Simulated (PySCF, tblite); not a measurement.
**C6H9OSi radical: geometry, infrared bands and EPR parameters**

Aim: predict the infrared bands and EPR parameters of C6H9OSi radical (`CCc1[c]c([SiH3])oc1`).

The runs use tblite 0.8.0 and PySCF 2.14.0, with density-fitted response routines of our own; the level of theory stands in each step. All values are computed, except where a source is named. Atoms count from 0, in the outputs and in this text.

### 1 The starting structure

17 atoms, charge 0, multiplicity 2; geometry from: force field or distance geometry start.

Bonds of the start (Å): C0–C1 1.50, C1–C2 1.49, C2–C3 1.39, C3–C4 1.39, C4–Si5 1.84, C4–O6 1.32, O6–C7 1.29, C7–C2 1.39, C0–H8 1.13, C0–H9 1.10, C0–H10 1.11, C1–H11 1.10, C1–H12 1.12, Si5–H13 1.48, Si5–H14 1.48, Si5–H15 1.47, C7–H16 1.08.

### 2 Geometry optimisation with GFN2-xTB

The job: settings as JSON, then the geometry in Å.

```
{"job": {"kind": "relax", "xc": "GFN2-xTB", "basis": "xTB"}, "charge": 0, "multiplicity": 2}
C     -2.497200     0.661200     0.506500
C     -1.970700    -0.653300     0.017800
C     -0.543400    -0.421200    -0.340300
C      0.477700    -0.268000     0.585100
C      1.620400    -0.072100    -0.175300
Si     3.279700     0.177800     0.572200
O      1.278800    -0.089400    -1.448900
C      0.010000    -0.289700    -1.608000
H     -2.989000     0.602900     1.517900
H     -3.151600     1.086100    -0.264600
H     -1.637700     1.350000     0.660900
H     -2.552700    -1.085300    -0.809500
H     -1.988500    -1.346500     0.894400
H      3.111100     0.380600     2.031800
H      3.956800     1.364900     0.005200
H      4.081700    -1.039300     0.410500
H     -0.492300    -0.346600    -2.565500
```

The run is started by

```sh
> OMP_NUM_THREADS=1 python probes_run.py task.json out
```

The driver reads the jobs from task.json and runs them one after another.

The program printed:

```text
step      E/eV     max force
  0    -628.32005    3.452
  1    -628.61480    0.751
  2    -628.66216    0.443
  3    -628.70448    0.375
  4    -628.71904    0.319
  5    -628.74145    0.326
  6    -628.75233    0.223
  7    -628.75862    0.187
  8    -628.76250    0.148
  9    -628.76734    0.173
 10    -628.77242    0.185
 11    -628.77743    0.152
 12    -628.78194    0.129
 13    -628.78595    0.152
 14    -628.78928    0.151
 15    -628.79205    0.127
 16    -628.79485    0.123
 17    -628.79836    0.139
 18    -628.80282    0.205
 19    -628.80797    0.261
 20    -628.81361    0.236
 21    -628.81977    0.199
 22    -628.82567    0.219
 23    -628.82975    0.140
 24    -628.83238    0.118
 25    -628.83465    0.120
 26    -628.83730    0.185
 27    -628.84069    0.199
 28    -628.84389    0.132
 29    -628.84624    0.127
 30    -628.84814    0.130
 31    -628.85027    0.124
 32    -628.85282    0.108
 33    -628.85535    0.119
 34    -628.85759    0.131
 35    -628.85952    0.177
 36    -628.86247    0.147
 37    -628.86690    0.189
 38    -628.87224    0.209
 39    -628.87718    0.246
 40    -628.88514    0.247
 41    -628.89253    0.206
 42    -628.89767    0.191
 43    -628.89148    0.511
 44    -628.90319    0.153
 45    -628.90550    0.117
 46    -628.91160    0.130
 47    -628.91294    0.096
 48    -628.91459    0.097
 49    -628.91568    0.097
 50    -628.91688    0.086
 51    -628.91839    0.102
 52    -628.91950    0.113
 53    -628.92068    0.109
 54    -628.92205    0.092
 55    -628.92377    0.080
 56    -628.92542    0.090
 57    -628.92668    0.073
 58    -628.92752    0.050
 59    -628.92813    0.047
 60    -628.92855    0.133
 61    -628.92921    0.060
 62    -628.92976    0.033
 63    -628.92998    0.028
 64    -628.93015    0.028
 65    -628.93033    0.028
 66    -628.93052    0.031
 67    -628.93073    0.042
 68    -628.93095    0.040
 69    -628.93114    0.031
 70    -628.93127    0.035
 71    -628.93138    0.034
 72    -628.93149    0.029
 73    -628.93161    0.029
 74    -628.93173    0.023
 75    -628.93182    0.021
 76    -628.93189    0.019
 77    -628.93194    0.017
 78    -628.93198    0.018
 79    -628.93202    0.015
 80    -628.93207    0.017
 81    -628.93212    0.015
 82    -628.93217    0.017
 83    -628.93222    0.016
 84    -628.93227    0.014
 85    -628.93230    0.017
 86    -628.93233    0.015
 87    -628.93236    0.011
 88    -628.93239    0.012
 89    -628.93244    0.021
 90    -628.93251    0.028
 91    -628.93259    0.026
 92    -628.93266    0.017
 93    -628.93271    0.013
 94    -628.93274    0.014
 95    -628.93278    0.014
 96    -628.93281    0.014
 97    -628.93283    0.012
 98    -628.93285    0.014
 99    -628.93288    0.011
100    -628.93290    0.010
```

Wall time 0.41 s (1 thread of AMD EPYC 9R45, shared host).

Step by step: (not every step is listed)

| step | energy from step 0 (eV) | largest force (eV/Å) |
| --- | --- | --- |
| 0 | 0.0000 | 3.4518 |
| 1 | -0.2947 | 0.7507 |
| 2 | -0.3421 | 0.4432 |
| 3 | -0.3844 | 0.3749 |
| 4 | -0.3990 | 0.3193 |
| 5 | -0.4214 | 0.3255 |
| 6 | -0.4323 | 0.2232 |
| 7 | -0.4386 | 0.1868 |
| 8 | -0.4425 | 0.1485 |
| 16 | -0.4748 | 0.1231 |
| 24 | -0.5123 | 0.1180 |
| 32 | -0.5328 | 0.1082 |
| 40 | -0.5651 | 0.2472 |
| 48 | -0.5945 | 0.0973 |
| 56 | -0.6054 | 0.0897 |
| 64 | -0.6101 | 0.0281 |
| 72 | -0.6114 | 0.0295 |
| 80 | -0.6120 | 0.0166 |
| 88 | -0.6123 | 0.0118 |
| 95 | -0.6127 | 0.0145 |
| 96 | -0.6128 | 0.0136 |
| 97 | -0.6128 | 0.0124 |
| 98 | -0.6128 | 0.0139 |
| 99 | -0.6128 | 0.0112 |
| 100 | -0.6128 | 0.0100 |

Distances of close pairs at the start and the end, largest changes first:

| bond | before (Å) | after (Å) | change (Å) |
| --- | --- | --- | --- |
| O6–C7 | 1.294 | 1.347 | +0.053 |
| C4–O6 | 1.319 | 1.368 | +0.050 |
| C0–H8 | 1.126 | 1.087 | -0.039 |
| C4–Si5 | 1.837 | 1.870 | +0.033 |
| C0–C1 | 1.498 | 1.529 | +0.031 |
| C3–C4 | 1.386 | 1.357 | -0.029 |
| C1–H12 | 1.118 | 1.092 | -0.025 |
| C0–H10 | 1.112 | 1.088 | -0.025 |

The end geometry stands in the next job.

### 3 Vibrational analysis with GFN2-xTB

The job: settings as JSON, then the geometry in Å.

```
{"job": {"kind": "ir", "xc": "GFN2-xTB", "basis": "xTB"}, "charge": 0, "multiplicity": 2}
C     -2.653096     0.698544     0.508351
C     -2.013025    -0.624803     0.087174
C     -0.567845    -0.441084    -0.223150
C      0.505457    -0.243270     0.667705
C      1.665102    -0.081899    -0.019059
Si     3.446069     0.201714     0.474015
O      1.361183    -0.169871    -1.350226
C      0.034013    -0.378840    -1.450531
H     -3.704218     0.552799     0.745224
H     -2.575427     1.428634    -0.294225
H     -2.148401     1.097871     1.385072
H     -2.522115    -1.017050    -0.795446
H     -2.118932    -1.350985     0.896305
H      3.459451     0.419368     1.919547
H      3.956901     1.371809    -0.242104
H      4.242407    -0.976318     0.119714
H     -0.374522    -0.474588    -2.438277
```

The program printed:

```text
mode    cm-1     km/mol
  1      26.5      0.04
  2      42.6      0.13
  3     100.1      0.95
  4     136.7      0.86
  5     181.8      0.39
  6     207.7      0.15
  7     325.1      0.40
  8     381.2      1.11
  9     440.2     14.04
 10     519.2     49.35
 11     552.3     78.30
 12     582.6     26.49
 13     614.3      6.11
 14     673.6      4.88
 15     725.1      6.29
 16     763.5    186.95
 17     783.7    373.39
 18     794.7    280.45
 19     819.3      8.08
 20     908.1     10.41
 21     959.5     12.94
 22    1051.3      3.80
 23    1060.5     11.27
 24    1078.2     53.74
 25    1083.6      5.78
 26    1147.9      8.71
 27    1212.4     46.04
 28    1237.2      7.14
 29    1320.4      0.88
 30    1343.8      1.63
 31    1407.9      0.98
 32    1473.2      5.34
 33    1481.8     42.89
 34    1496.6      2.99
 35    1504.2      7.29
 36    1579.1      5.36
 37    2247.7    359.00
 38    2264.5    238.62
 39    2283.1    287.67
 40    2971.9     25.89
 41    2984.8     33.67
 42    3035.3     45.62
 43    3037.5     52.31
 44    3041.0     21.91
 45    3147.8     10.96
```

Wall time 0.35 s (1 thread of AMD EPYC 9R45, shared host).

Which atoms move in the most intense modes:

| cm⁻¹ | km/mol | atoms |
| --- | --- | --- |
| 552 | 78.3 | H13 50 %, H14 20 %, Si5 11 %, H15 11 % |
| 764 | 186.9 | H13 59 %, H14 27 % |
| 784 | 373.4 | H13 37 %, H15 35 %, H14 19 % |
| 795 | 280.4 | H15 47 %, H14 47 % |
| 1078 | 53.7 | C4 34 %, H16 22 %, C7 11 % |
| 2248 | 359.0 | H15 88 % |
| 2264 | 238.6 | H14 89 % |
| 2283 | 287.7 | H13 97 % |

### 4 EPR parameters: B3LYP/pcH-1

The job, as its differences from that of step 3:

```diff
@@ -1,2 +1,2 @@
-{"job": {"kind": "ir", "xc": "GFN2-xTB", "basis": "xTB"}, "charge": 0, "multiplicity": 2}
+{"job": {"kind": "epr", "basis": "pcH-1"}, "charge": 0, "multiplicity": 2}
 C     -2.653096     0.698544     0.508351
```

Method: UKS B3LYP, pcH-1 on C H O Si, non-relativistic, mean-field spin-orbit, GIAO.

The program printed:

```text
UKS, coarse grid
  cycle   1  E = -598.62413557  |g| = 3.83e-01
  cycle   2  E = -598.57871421  |g| = 5.24e-01
  cycle   3  E = -598.68110630  |g| = 1.13e-01
  cycle   4  E = -598.68470352  |g| = 5.65e-02
  cycle   5  E = -598.68619642  |g| = 1.55e-02
  cycle   6  E = -598.68631772  |g| = 5.57e-03
  cycle   7  E = -598.68634117  |g| = 1.77e-03
  cycle   8  E = -598.68634662  |g| = 1.54e-03
  cycle   9  E = -598.68634875  |g| = 6.06e-04
UKS, final grid
  cycle   1  E = -598.68639603  |g| = 8.87e-04
  cycle   2  E = -598.68639531  |g| = 1.62e-03
  cycle   3  E = -598.68639662  |g| = 1.54e-04
  cycle   4  E = -598.68639668  |g| = 1.35e-04
  cycle   5  E = -598.68639673  |g| = 5.58e-05
  cycle   6  E = -598.68639673  |g| = 1.73e-05
E = -598.68639673 Eh   <S^2> = 0.7570 (exact 0.7500)
g shifts (ppm)      1          2          3
  rmc          -171       -171       -171
  gc             37         13         26
  oz_so        -933         58        228
  total       -1067        -99         84
hyperfine (MHz)  atom isotope    a_iso     a_fc   dipolar eigenvalues
    0   13C      -1.57      -1.57     -0.64     -0.18      0.82
    1   13C       7.11       7.11     -1.58     -1.05      2.63
    2   13C      36.16      36.15    -11.12     -3.92     15.04
    3   13C     492.18     492.35    -76.46    -59.80    136.27
    4   13C      90.16      90.16    -15.25     -0.53     15.78
    5  29Si      -5.28      -5.29     -1.99      0.93      1.07
    6   17O     -15.78     -15.79    -20.79      8.20     12.59
    7   13C      50.92      50.93     -3.86     -1.25      5.11
    8    1H      -0.29      -0.29     -1.03     -0.95      1.98
    9    1H       0.32       0.32     -1.49     -1.29      2.79
   10    1H       0.46       0.46     -3.02     -2.61      5.62
   11    1H      -2.13      -2.13     -2.01     -1.64      3.64
   12    1H      -1.29      -1.29     -3.43     -2.78      6.21
   13    1H       1.31       1.31     -2.32     -2.13      4.44
   14    1H      -1.28      -1.28     -1.08     -0.95      2.02
   15    1H      -2.64      -2.64     -1.19     -1.02      2.20
   16    1H       9.45       9.45     -3.30     -2.11      5.41
```

It took 49 s on 1 thread of AMD EPYC 9R45, shared host; peak memory 1.1 GiB.

Principal g values 2.00125, 2.00222, 2.00240; g(iso) = 2.00196, against 2.00232 for a free electron.

Mean a(iso) over the nuclei that a row names, and the largest dipolar term of the row (other rows stand at the frozen geometry):

| nuclei | isotope | a(iso) (MHz) | a(iso) (G, at g = 2.0023) | largest dipolar term (MHz) |
| --- | --- | --- | --- | --- |
| C3 | 13C | 492.2 | 175.6 | 136.3 |
| C4 | 13C | 90.2 | 32.2 | 15.8 |
| C7 | 13C | 50.9 | 18.2 | 5.1 |
| C2 | 13C | 36.2 | 12.9 | 15.0 |
| O6 | 17O | -15.8 | -5.6 | -20.8 |
| H16 | 1H | 9.5 | 3.4 | 5.4 |
| C1 | 13C | 7.1 | 2.5 | 2.6 |
| Si5 | 29Si | -5.3 | -1.9 | -2.0 |
| H11, H12 | 1H | -1.7 | -0.6 | 6.2 |
| C0 | 13C | -1.6 | -0.6 | 0.8 |
| H13, H14, H15 | 1H | -0.9 | -0.3 | 4.4 |
| H8, H9, H10 | 1H | 0.2 | 0.1 | 5.6 |

Mulliken spin populations:

C0 0.00; C1 0.01; C2 -0.04; C3 1.02; C4 -0.08; Si5 0.00; O6 0.04; C7 0.05; H8 0.00; H9 0.00; H10 0.00; H11 0.00; H12 0.00; H13 0.00; H14 0.00; H15 0.00; H16 0.00

In first order the couplings over 0.8 MHz of 1H give 24 distinct lines over 5.5 G, if the averaged nuclei exchange fast; the same motion can average rows kept apart here too.

Orbitals, density, ELF and potential are computed afterwards from the orbital file.

ELF in a plane through or near 8 of the atoms.

Values, 10 rows by 14 columns:
```
0.00 0.00 0.00 0.00 0.00 0.00 0.00 0.00 0.00 0.00 0.00 0.00 0.00 0.00
0.00 0.00 0.00 0.00 0.00 0.00 0.00 0.00 0.00 0.00 0.00 0.00 0.00 0.00
0.00 0.00 0.23 0.98 0.90 0.00 0.01 0.00 0.22 0.78 0.03 0.00 0.00 0.00
0.00 0.00 0.26 0.99 0.88 0.02 0.63 0.20 0.68 0.99 0.46 0.85 0.01 0.00
0.00 0.01 0.17 0.32 0.19 0.55 0.78 0.60 0.05 0.33 0.98 0.99 0.06 0.00
0.00 0.02 0.30 0.17 0.74 0.17 0.25 0.62 0.64 0.63 0.16 0.19 0.00 0.00
0.00 0.00 0.08 0.08 0.05 0.78 0.86 0.22 0.06 0.68 0.22 0.00 0.00 0.00
0.00 0.00 0.00 0.00 0.07 0.65 0.14 0.99 0.59 0.01 0.02 0.00 0.00 0.00
0.00 0.00 0.00 0.00 0.00 0.00 0.02 0.90 0.32 0.00 0.00 0.00 0.00 0.00
0.00 0.00 0.00 0.00 0.00 0.00 0.00 0.00 0.00 0.00 0.00 0.00 0.00 0.00
```
The map spans 13.7 Å across and 10.1 Å up, centred on the molecule. Atoms in the plane (x, y in Å): C0 (2.6, 0.8), C4 (-1.7, -0.1), Si5 (-3.5, 0.5), O6 (-1.3, -1.3), C7 (0.0, -1.5), H8 (3.7, 0.9), H10 (2.1, 1.7), H16 (0.4, -2.4).

On the surface of density 0.002 e/bohr³ the electrostatic potential runs, from the 1st to the 99th percentile, from -0.74 V near O6 to 1.20 V near H16.

The spin density lies nearest to C3 79 %.

### 5 Outcome

| quantity | value |
| --- | --- |
| strongest single infrared mode (GFN2-xTB) | 784 cm⁻¹, 373 km/mol |
| zero-point energy (GFN2-xTB) | 78.7 kcal/mol |
| g(iso) (B3LYP) | 2.00196 |
| ⟨S²⟩ | 0.757 (exact 0.75) |
| largest a(iso) (averaged by class) | 13C on C3, 492.2 MHz |
| potential on the surface of density 0.002 e/bohr³, 1st and 99th percentile | -0.74 V and 1.20 V |

In words: The optimisation took 100 steps and gained 0.613 eV; among the close pairs (by a distance rule), O6–C7 changed most, from 1.294 to 1.347 Å. All 45 modes are real, so the xTB geometry is a minimum. The strongest single mode, at 784 cm⁻¹, moves mainly H13 and H15. Unscaled tight-binding wavenumbers are off by several per cent, some by more. Its intensities can rank the bands wrongly. C3 carries the largest spin population, 1.02 e. The isotropic g lies 0.4 ppt below the free-electron value. These values are for one conformer; the search (at its own cheap level) found 2 more, at 0.02, 0.11 kcal/mol (those within 0.05 may be mirror or relabelled copies), and measured spectra average over such forms.
